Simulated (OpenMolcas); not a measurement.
# One shape, several levels: SiH3Br (SMILES [SiH3]Br)

Wanted: a comparison of 6 runs (B3LYP/6-31G*, B2PLYP/def2-TZVP, M06-L/def2-TZVP, PBE0/def2-TZVP, MP2/def2-TZVP) of SiH3Br. 

The calculation is run with OpenMolcas 26.06.

## Step 1: The system as given

The species is SiH3Br (5 atoms), meant as a singlet with charge 0. SMILES: `[SiH3]Br`. The coordinates come from a PBE0-D4/def2-TZVP relaxation.

Bond lengths: Si1–Br2 2.219 Å, Si1–H3 1.481 Å, Si1–H4 1.481 Å, Si1–H5 1.481 Å. Angles: Br2–Si1–H3 108.4°, Br2–Si1–H4 108.4°, Br2–Si1–H5 108.4°, H3–Si1–H4 110.5°, H3–Si1–H5 110.5°, H4–Si1–H5 110.5°.

## Step 2: Energy and gradient at B3LYP/6-31G(d) (spherical functions) (run 1)

The input, input.xyz:

```xyz
5

Si    -0.147420     0.056100    -0.043220
Br     1.853020    -0.705130     0.543250
H     -1.064550    -0.105170     1.107850
H     -0.625550    -0.731350    -1.202270
H     -0.015510     1.485560    -0.405610
```

The input, run.input:

```
* BrH3Si Kohn-Sham DFT

&GATEWAY
 BasLib
 $CurrDir
 Coord
 input.xyz
 Basis
 6-31Gs
 Group
 NoSym

&SEWARD
 GridInput
 Grid=UltraFine
 End of Grid

&SCF
 KSDFT
 B3LYP
 Thresholds
 1e-10 1e-07 1e-07 1e-05
 PrOrbitals
 1 1

&ALASKA
```

The basis set 6-31G* is read from a file made from the Basis Set Exchange's data (not shown).

The run is started by

```bash
export MOLCAS_MEM=1860
pymolcas run.input > run.log
```

Output:

```text
--- Start Module: gateway ---
[...]
--- Stop Module: gateway /rc=_RC_ALL_IS_WELL_ ---
[...]
      Basis functions           56
[...]
--- Start Module: scf ---
[...]
       Convergence after  13 Iterations
[...]
::    Total KS-DFT energy                           -2865.2047416946
[...]
      Total spin, S                                     0.0000000000
[...]
      Total electronic charge=   52.000000
      Total            charge=   -0.000000
[...]
      Dipole Moment (debye):
      Origin of the operator (angstrom)=    1.2773   -0.4860    0.3745
                   X= -1.4859E+00               Y=  5.6543E-01               Z= -4.3563E-01           Total=  1.6484E+00
      Quadrupole Moment (debye*angstrom):
[...]
--- Stop Module: scf /rc=_RC_ALL_IS_WELL_ ---
[...]
--- Start Module: alaska ---
[...]
 *              Molecular gradients               *
 **************************************************
  Irreducible representation: a
 ------------------------------------------------------------------------------------------
                              X                       Y                       Z
 ------------------------------------------------------------------------------------------
  SI1               5.07037001009181E-03   -1.93295475042277E-03    1.48570641783063E-03
  BR2              -7.35409482539140E-03    2.79799965132810E-03   -2.15662193284238E-03
  H3                8.62611848328143E-04   -2.21138561118384E-04   -4.42016211210650E-05
  H4                7.73813997097417E-04   -8.86101521730964E-05    4.40405245249131E-04
  H5                6.47298969854715E-04   -5.55296187602750E-04    2.74711890825730E-04
 ------------------------------------------------------------------------------------------
--- Stop Module: alaska /rc=_RC_ALL_IS_WELL_ ---
[...]
```

Wall time 17 s (1 thread of Arm Neoverse V1, shared host); peak memory 0.39 GiB.

## Step 3: Energy and gradient at B3LYP/6-31G(d) (Cartesian functions) (run 2)

The input, run.inp:

```
&GATEWAY
  BasLib=$CurrDir
  Coord
  5
  angstrom
  Si      -0.147420       0.056100      -0.043220
  Br       1.853020      -0.705130       0.543250
  H       -1.064550      -0.105170       1.107850
  H       -0.625550      -0.731350      -1.202270
  H       -0.015510       1.485560      -0.405610
  Basis=6-31Gs
  Group=NoSym

&SEWARD
  GridInput
  Grid=UltraFine
  End of Grid

&SCF
  KSDFT=B3LYP
  Thresholds=1e-10 1e-07 1e-07 1e-05
  PrOrbitals=1 2

&ALASKA
```

The basis set 6-31G* is read from a file made from the Basis Set Exchange's data (not shown).

The run is started by

```bash
export MOLCAS_MEM=1860
pymolcas run.inp > run.log
```

Output:

```text
--- Start Module: gateway ---
[...]
--- Stop Module: gateway /rc=_RC_ALL_IS_WELL_ ---
[...]
      Basis functions           60
[...]
--- Start Module: scf ---
[...]
       Convergence after  15 Iterations
[...]
::    Total KS-DFT energy                           -2865.2149887546
[...]
      Total spin, S                                     0.0000000000
[...]
      Total electronic charge=   52.000000
      Total            charge=   -0.000000
[...]
      Dipole Moment (debye):
      Origin of the operator (angstrom)=    1.2773   -0.4860    0.3745
                   X= -1.4781E+00               Y=  5.6246E-01               Z= -4.3334E-01           Total=  1.6398E+00
      Quadrupole Moment (debye*angstrom):
[...]
--- Stop Module: scf /rc=_RC_ALL_IS_WELL_ ---
[...]
--- Start Module: alaska ---
[...]
 *              Molecular gradients               *
 **************************************************
  Irreducible representation: a
 ------------------------------------------------------------------------------------------
                              X                       Y                       Z
 ------------------------------------------------------------------------------------------
  SI1               5.41499184540228E-03   -2.06407427977240E-03    1.58678150031566E-03
  BR2              -7.71454472401345E-03    2.93516197388222E-03   -2.26229565797098E-03
  H3                8.59741799653868E-04   -2.28443059093364E-04   -2.17618080231574E-05
  H4                7.78151509169600E-04   -1.06150326452781E-04    4.24958125647912E-04
  H5                6.61659569844375E-04   -5.36494308550850E-04    2.72317840013914E-04
 ------------------------------------------------------------------------------------------
--- Stop Module: alaska /rc=_RC_ALL_IS_WELL_ ---
[...]
```

Wall time 20 s (1 thread of Arm Neoverse V1, shared host); peak memory 0.39 GiB.

## Step 4: The energy at B2PLYP/def2-TZVP (run 3)

input.xyz is that of step 2.

The input, run.inp:

```
&GATEWAY
 BasLib
 $CurrDir
 Coord
 input.xyz
 Basis
 def2-TZVP
 Group
 NoSym

&SEWARD
 GridInput
 Grid=UltraFine
 End of Grid

&SCF
 KSDFT
 B2PLYP_SCF
 Thresholds
 1e-10 1e-07 1e-07 1e-05
 PrOrbitals
 1 2

&MBPT2
 Frozen
 14
```

The basis set def2-TZVP is read from a file made from the Basis Set Exchange's data (not shown).

The run is started by

```bash
export MOLCAS_MEM=1860
pymolcas run.inp > run.log
```

Output:

```text
--- Start Module: gateway ---
[...]
--- Stop Module: gateway /rc=_RC_ALL_IS_WELL_ ---
[...]
      Basis functions          103
[...]
--- Start Module: scf ---
[...]
       Convergence after  14 Iterations
[...]
::    Total KS-DFT energy                           -2864.8569929106
[...]
      Total spin, S                                     0.0000000000
[...]
      Total electronic charge=   52.000000
      Total            charge=   -0.000000
[...]
      Dipole Moment (debye):
      Origin of the operator (angstrom)=    1.2773   -0.4860    0.3745
                   X= -1.2607E+00               Y=  4.7975E-01               Z= -3.6962E-01           Total=  1.3986E+00
      Quadrupole Moment (debye*angstrom):
[...]
--- Stop Module: scf /rc=_RC_ALL_IS_WELL_ ---
[...]
--- Start Module: mbpt2 ---
[...]
 ###    WARNING: MP2 implementation intended for RHF references only         ###
 ###############################################################################
MBPT2 WARNING: Reference function according to RunFile:KS-DFT
I'll assume you know what you're doing and continue
WARNING!
Default frozen orbitals as non valence orbitals is overwritten by user input.
Default values:  16
[...]
       Reference weight ( Cref**2 )         =        0.83806
::    Total MBPT2 energy                            -2865.3309874026
[...]
      Total MBPT2 calculations                           0.45      0.70
--- Stop Module: mbpt2 /rc=_RC_ALL_IS_WELL_ ---
[...]
```

It took 31 s on 1 thread of Arm Neoverse V1, shared host; peak memory 0.58 GiB.

Runs 4 to 5 aren't shown in full; the table further down has their settings and results.

## Step 5: A single-point energy at MP2/def2-TZVP (run 6)

The input, job.input:

```
>>> EXPORT MOLCAS_PRINT=2

&GATEWAY
 BasLib = $CurrDir
 Coord
 5
 angstrom
 Si      -0.147420       0.056100      -0.043220
 Br       1.853020      -0.705130       0.543250
 H       -1.064550      -0.105170       1.107850
 H       -0.625550      -0.731350      -1.202270
 H       -0.015510       1.485560      -0.405610
 Basis = def2-TZVP
 Group = NoSym

&SEWARD

&SCF
 Thresholds = 1e-10 1e-07 1e-07 1e-05
 PrOrbitals = 1 1

&MBPT2
 Frozen = 14
```

The basis set def2-TZVP is read from a file made from the Basis Set Exchange's data (not shown).

The run is started by

```bash
export MOLCAS_MEM=1860
pymolcas job.input > job.log
```

Output:

```text
--- Start Module: gateway ---
[...]
--- Stop Module: gateway /rc=_RC_ALL_IS_WELL_ ---
[...]
      Basis functions          103
[...]
--- Start Module: scf ---
[...]
       Convergence after  11 Iterations
[...]
::    Total SCF energy                              -2863.1488716200
[...]
      Total spin, S                                     0.0000000000
[...]
      Total electronic charge=   52.000000
      Total            charge=   -0.000000
[...]
      Dipole Moment (debye):
      Origin of the operator (angstrom)=    1.2773   -0.4860    0.3745
                   X= -1.3663E+00               Y=  5.1992E-01               Z= -4.0056E-01           Total=  1.5157E+00
      Quadrupole Moment (debye*angstrom):
[...]
--- Stop Module: scf /rc=_RC_ALL_IS_WELL_ ---
[...]
--- Start Module: mbpt2 ---
[...]
WARNING!
Default frozen orbitals as non valence orbitals is overwritten by user input.
Default values:  16
[...]
       Reference weight ( Cref**2 )         =        0.88715
::    Total MBPT2 energy                            -2863.5444428549
[...]
      Total MBPT2 calculations                           0.44      0.50
--- Stop Module: mbpt2 /rc=_RC_ALL_IS_WELL_ ---
[...]
```

Wall time 10 s (1 thread of Arm Neoverse V1, shared host); peak memory 0.58 GiB.

## Step 6: Overview of the runs

| run | level | Cartesian functions | task | energy (Eh) | dipole moment (D) of the reference | HOMO energy (eV) | LUMO energy (eV) | wall time |
| --- | --- | --- | --- | --- | --- | --- | --- | --- |
| 1 | B3LYP/6-31G* (spherical functions) | no | gradient | -2865.204742 | 1.65 | -8.09 | -0.54 | 17 s |
| 2 | B3LYP/6-31G* (Cartesian functions) | yes | gradient | -2865.214989 | 1.64 | -8.09 | -0.54 | 20 s |
| 3 | B2PLYP/def2-TZVP | no | energy | -2864.984971 | 1.40 | -9.54 | 0.86 | 31 s |
| 4 | M06-L/def2-TZVP | no | gradient | -2865.404029 | 1.15 | -7.40 | -0.53 | 53 s |
| 5 | PBE0/def2-TZVP | no | gradient | -2865.071659 | 1.30 | -8.48 | -0.35 | 40 s |
| 6 | MP2/def2-TZVP | no | energy | -2863.544443 | 1.52 | -11.42 | 2.84 | 10 s |

## Step 7: Summary of results

```
                                           quantity           value
                                run 6: total energy  -2863.54444 Eh
          run 6: dipole moment (mean-field density)          1.52 D
         run 6: HOMO energy (Hartree–Fock orbitals)       -11.42 eV
         run 6: LUMO energy (Hartree–Fock orbitals)         2.84 eV
       run 6: HOMO–LUMO gap (Hartree–Fock orbitals)        14.26 eV
run 6: correlation energy (14 core orbitals frozen)      -395.6 mEh
```

What this shows: Over runs 1, 2, 3, 4, 5 the dipole moment (its size) runs from 1.15 D (M06-L/def2-TZVP) to 1.65 D (B3LYP/6-31G*). The two ends differ in method and basis. Over runs 1, 2, 3, 4, 5 the HOMO–LUMO gap runs from 6.88 eV (M06-L/def2-TZVP) to 10.40 eV (B2PLYP/def2-TZVP). A double hybrid's value is that of its SCF part. For B2PLYP the log adds the whole second-order term; the table takes 0.27 of it, as the functional is defined. Totals of different functionals can't be ranked against each other. All runs together took 2.8 min, the longest 53 s.
